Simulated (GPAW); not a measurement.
Runs of GPAW 26.7.0 on NaSb2Au. The structure is trigonal, space group P-3m1 (No. 164). The conventional cell has a = 4.357 Å, b = 4.357 Å, c = 6.818 Å, α = 90.00°, β = 90.00°, γ = 120.00°. Na (site symmetry -3m) has 6 Sb at 3.31 Å and 2 Au at 3.41 Å as nearest neighbours. Sb (site symmetry 3m) has 3 Au at 2.81 Å as nearest neighbours. Au (site symmetry -3m) is surrounded by 6 Sb at 2.81 Å. The cell was built by a generator and needn't be a form met in nature.

```tsv
level	potentials or basis	pressure (GPa)	largest force (eV/Å)
PBE	GPAW PAW data sets (gpaw-data 1.2.1), pw	(b)	-
LDA	the program's PAW data sets (release 1.2.1) made for this functional, pw	-4.0	0.39
RPBE	the program's PAW data sets (release 1.2.1) made for this functional, pw	1.5	(a)
revPBE	the program's PAW data sets (release 1.2.1) made for this functional, pw	1.2	0.04
PBEsol	PAW data sets generated in the run's folder for this functional, pw	-2.4	0.29
```

Alike in all rows: task band structure; no spin polarisation; cell as given; k mesh 5 × 5 × 3; cutoff (eV) 800; smearing fermi-dirac 0.05 eV.

**Question.** Fill in the values left out.

**Answer.** (a) 0.07; (b) 0.1.

Caveats: with this Au data set, volumes or pressures lay over 1.5 % or 2 GPa off other programs in two to four cells of ten.
